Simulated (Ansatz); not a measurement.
**C9H18: geometry optimisation**

Aim: relax C9H18 from a cheap starting geometry.

Program: Ansatz 0.2.0, Gaussian basis. Level of theory: RKS PBE0-D4/def2-TZVP. These are calculated values, not measurements.

Levels to be run: relaxation at PBE0-D4/def2-TZVP.

2 further runs of the same task are left out: 1 that didn't finish, 1 set aside as unsound or not needed.

## (1) The system as given

SMILES `CCCC1CCCCC1`, 27 atoms, charge 0, spin multiplicity 1.

Atoms are counted from 1 here; the program's logs count them from 0.

Bond lengths: C1–C2 1.525 Å, C1–H10 1.089 Å, C1–H11 1.088 Å, C1–H12 1.089 Å, C2–C3 1.527 Å, C2–H13 1.091 Å, C2–H14 1.091 Å, C3–C4 1.536 Å, C3–H15 1.093 Å, C3–H16 1.094 Å, C4–C5 1.541 Å, C4–C9 1.534 Å, C4–H17 1.097 Å, C5–C6 1.525 Å, C5–H18 1.091 Å, C5–H19 1.092 Å, C6–C7 1.532 Å, C6–H20 1.092 Å and more. Angles: C2–C1–H10 110.5°, C2–C1–H11 110.6°, C2–C1–H12 110.6°, H10–C1–H11 108.4°, H10–C1–H12 108.3°, H11–C1–H12 108.4°, C1–C2–C3 111.0°, C1–C2–H13 108.9°, C1–C2–H14 108.8°, C3–C2–H13 109.9°, C3–C2–H14 110.1°, H13–C2–H14 108.0°, C2–C3–C4 116.0°, C2–C3–H15 108.6°, C2–C3–H16 108.3°, C4–C3–H15 108.2°, C4–C3–H16 108.1°, H15–C3–H16 107.3° and more.

The start is a GFN2-xTB geometry.

## (2) Optimising with PBE0-D4/def2-TZVP

Input file in.yaml:

```yaml
crystal:
  periodic: [false, false, false]
  atoms:
    - {symbol: C, position_ang: [0.486500, 1.820200, -2.958400]}
    - {symbol: C, position_ang: [0.443020, 1.156380, -1.586430]}
    - {symbol: C, position_ang: [-0.602430, 0.043350, -1.548650]}
    - {symbol: C, position_ang: [-0.784300, -0.665530, -0.198110]}
    - {symbol: C, position_ang: [-1.179240, 0.296150, 0.939350]}
    - {symbol: C, position_ang: [-0.006030, 0.603200, 1.864080]}
    - {symbol: C, position_ang: [0.473690, -0.667410, 2.572850]}
    - {symbol: C, position_ang: [0.355060, -1.896220, 1.661910]}
    - {symbol: C, position_ang: [0.447710, -1.489760, 0.195420]}
    - {symbol: H, position_ang: [-0.478280, 2.263970, -3.198550]}
    - {symbol: H, position_ang: [1.239590, 2.605300, -2.979970]}
    - {symbol: H, position_ang: [0.727950, 1.090980, -3.729820]}
    - {symbol: H, position_ang: [0.208260, 1.912170, -0.835900]}
    - {symbol: H, position_ang: [1.430680, 0.751270, -1.360060]}
    - {symbol: H, position_ang: [-0.337740, -0.709060, -2.296630]}
    - {symbol: H, position_ang: [-1.566230, 0.468360, -1.842420]}
    - {symbol: H, position_ang: [-1.613180, -1.370510, -0.337260]}
    - {symbol: H, position_ang: [-1.575600, 1.222230, 0.519540]}
    - {symbol: H, position_ang: [-1.976050, -0.152410, 1.536750]}
    - {symbol: H, position_ang: [-0.304720, 1.347000, 2.605950]}
    - {symbol: H, position_ang: [0.810350, 1.032810, 1.283350]}
    - {symbol: H, position_ang: [1.512120, -0.531020, 2.880860]}
    - {symbol: H, position_ang: [-0.114800, -0.830480, 3.477520]}
    - {symbol: H, position_ang: [-0.604040, -2.391970, 1.825640]}
    - {symbol: H, position_ang: [1.139800, -2.615270, 1.904250]}
    - {symbol: H, position_ang: [0.506220, -2.377170, -0.437910]}
    - {symbol: H, position_ang: [1.361670, -0.916580, 0.042640]}
basis:
  gaussian: {orbitals: def2-TZVP}
hamiltonian: {xc: pbe0, dispersion: d4}
relax: {f_tol: 0.005, max_steps: 150}
```

On the command line:

```
> ansatz run in.yaml --threads 4 --pin off --events-out ev --progress --plain --max-ram 41984MiB --backend cuda --devices 0, --max-vram 37GiB
```

**Question.** What will the summary of the whole plan be? Wanted: point group; shift from the start; total energy; dispersion term; dipole moment.

The runs gave:

| quantity | value |
| --- | --- |
| point group | C1 |
| steps | 7 |
| shift from the start (rms) | 0.038 Å |
| total energy | -9619.5353 eV |
| dispersion term | -589 meV |
| dipole moment | 0.08 D |

**Reading.** The relaxed geometry lies 0.04 Å (rms) from the start; the bond that changed most is C3–C4, from 1.536 to 1.528 Å. No vibrations were run, so it is not proven to be a minimum. The largest Mulliken charge, -0.35 e, sits on C1.
